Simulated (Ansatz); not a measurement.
# ZrB: a tetragonal deformation path

An exercise on one series of results from a longer session: the logs are not shown, and one member is left open.

Program: Ansatz 0.2.0. Level of theory: DFT PBEsol, scalar-relativistic, plane waves, PAW. These are calculated values, not measurements.

**The system as given**

It takes space group Fm-3m (No. 225, cubic). Conventional cell: a = 4.650 Å, b = 4.650 Å, c = 4.650 Å, α = 90.00°, β = 90.00°, γ = 90.00°. Zr (site symmetry m-3m) is surrounded by 6 B at 2.33 Å. B (site symmetry m-3m) has 6 Zr at 2.33 Å in its first shell of neighbours.

Coordinates:

```cif
data_structure
_symmetry_space_group_name_H-M 'P 1'
_symmetry_Int_Tables_number 1
_cell_length_a 3.2880
_cell_length_b 3.2880
_cell_length_c 3.2880
_cell_angle_alpha 60.000
_cell_angle_beta 60.000
_cell_angle_gamma 60.000
_cell_volume 25.14
loop_
_atom_site_label
_atom_site_type_symbol
_atom_site_fract_x
_atom_site_fract_y
_atom_site_fract_z
_atom_site_occupancy
Zr1 Zr 0.00000 0.00000 0.00000 1
B1 B 0.50000 0.50000 0.50000 1
```

No relaxation comes first: the listed cell is the starting point.

**Zero of energy**

The reference gives a free energy of -4281.8170 eV, pressure 29.40 GPa, largest force 0.000 eV/Å and gap on the mesh none (metal). It was computed beforehand with the settings of the runs below.

Set-up of the first run:

At fixed volume and fractional coordinates, lengths along (0.000, 0.000, 1.000) are scaled against those across it; ρ is that ratio over its starting value.

input.yaml reads:

```yaml
crystal:
  lattice:
    - [0.0, 2.6098556416, 1.8451679386]
    - [2.6098556416, 0.0, 1.8451679386]
    - [2.6098556416, 2.6098556416, 0.0]
  atoms:
    - { symbol: Zr, position: [0.0, 0.0, 0.0] }
    - { symbol: B, position: [0.5, 0.5, 0.5] }
basis:
  ecutwfc: 420
kpoints:
  mp_grid: { grid: [20, 20, 20] }
hamiltonian:
  xc: pbesol
scf:
  occupations: { method: gaussian, width: 0.15 }
output:
  forces: true
  stress: true
  eigenvalues: true
  write_density: true
  write_potential: true
  elf: true
  volumetric_format: npy
```

Run with:

```bash
$ ansatz run input.yaml --threads 1 --pin off --max-ram 2560MiB --backend cpu --events-out ev --progress --plain --runs-dir out
```

Steps of the session up to this table: ρ = 0.707; At ρ = 1.414; At ρ = 0.850; Point ρ = 1.200; Point ρ = 0.780; ρ = 1.300; Point ρ = 0.920; Point ρ = 1.100; ρ = 0.650; ρ = 1.500; At ρ = 0.960; Point ρ = 1.050.

One of the session's tables, all rows but one given; the rest of the session is left out.

Collected from the runs (energy zero: the undisturbed cell):

```
    ρ  ΔE (meV/atom)  pressure (GPa)
0.650         2329.2            71.7
0.707         1418.6            54.3
0.780          688.7            40.0
0.850          302.3            33.0
0.920           86.8            30.5
0.960              ?               ?
1.000            0.0            29.4
1.050           30.2            30.1
1.100          112.7            31.9
1.200          388.6            37.7
1.300          759.9            45.8
1.414         1254.4            58.6
1.500         1672.1            69.9
```

Q: Estimate the row for ρ = 0.960 from the others.

Worked estimate for «ΔE (meV/atom)». A straight line through the neighbours (0.920, 86.8) and (1.000, 0.0) gives 86.8 + (0.0 − 86.8) × (0.960 − 0.920) / (1.000 − 0.920) = 43.4; a parabola fitted to 4 rows on both sides gives 22.3.

The run gave: ΔE (meV/atom): 21.4; pressure (GPa): 29.8. In «ΔE (meV/atom)» the line misses by +22.0 and the parabola by +0.9.
